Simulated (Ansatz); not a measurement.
# MnCoGe: the cost of one run

Method: DFT LDA, scalar-relativistic, plane waves, PAW, in Ansatz 0.2.0.

### Step 1. The system as given

It takes space group P6_3/mmc (No. 194, hexagonal). Conventional cell: a = 4.091 Å, b = 4.091 Å, c = 5.144 Å, α = 90.00°, β = 90.00°, γ = 120.00°. Mn (site symmetry -3m) has 2 Mn at 2.57 Å and 6 Co at 2.69 Å and 6 Ge at 2.69 Å as nearest neighbours. Co (site symmetry -6m2) has 5 Ge at 2.36 to 2.57 Å and 6 Mn at 2.69 Å as nearest neighbours. Ge (site symmetry -6m2) has 5 Co at 2.36 to 2.57 Å and 6 Mn at 2.69 Å as nearest neighbours.

As a file:

```
Mn Co Ge
1.0
     4.09114    0.00000    0.00000
    -2.04557    3.54303    0.00000
     0.00000    0.00000    5.14388
Mn Co Ge
2 2 2
Direct
  0.00000 0.00000 0.00000
  0.00000 0.00000 0.50000
  0.33333 0.66667 0.75000
  0.66667 0.33333 0.25000
  0.66667 0.33333 0.75000
  0.33333 0.66667 0.25000
```

The moments start at Mn 3.50; Co 1.50 μB.

### Step 2. Relaxing cell and atoms

Contents of input.yaml:

```yaml
crystal:
  lattice:
    - [4.0911399262, 0.0, 0.0]
    - [-2.0455699631, 3.5430311065, 0.0]
    - [0.0, 0.0, 5.143882]
  atoms:
    - { symbol: Mn, position: [0.0, 0.0, 0.0], spin: 3.5 }
    - { symbol: Mn, position: [0.0, 0.0, 0.5], spin: 3.5 }
    - { symbol: Co, position: [0.33333333, 0.66666667, 0.75], spin: 1.5 }
    - { symbol: Co, position: [0.66666667, 0.33333333, 0.25], spin: 1.5 }
    - { symbol: Ge, position: [0.66666667, 0.33333333, 0.75] }
    - { symbol: Ge, position: [0.33333333, 0.66666667, 0.25] }
basis:
  ecutwfc: 420
  ecutrho_ratio: 4
kpoints:
  mp_grid: { grid: [12, 12, 8] }
hamiltonian:
  xc: lda
scf:
  occupations: { method: gaussian, width: 0.05 }
output:
  forces: true
  stress: true
  eigenvalues: true
  populations: true
magnetization:
  spin_polarized: true
relax:
  f_tol: 0.01
  max_steps: 60
  cell: { stress_tol: 0.04 }
```

Launch:

```bash
$ ansatz run input.yaml --threads 2 --pin off --max-ram 5120MiB --backend cpu --events-out ev --progress --plain --runs-dir out
```

What time and memory should one allow on 2 threads of AMD EPYC 9R45 (Zen 5), shared host?

About 86 s, with a peak of 0.99 GiB.
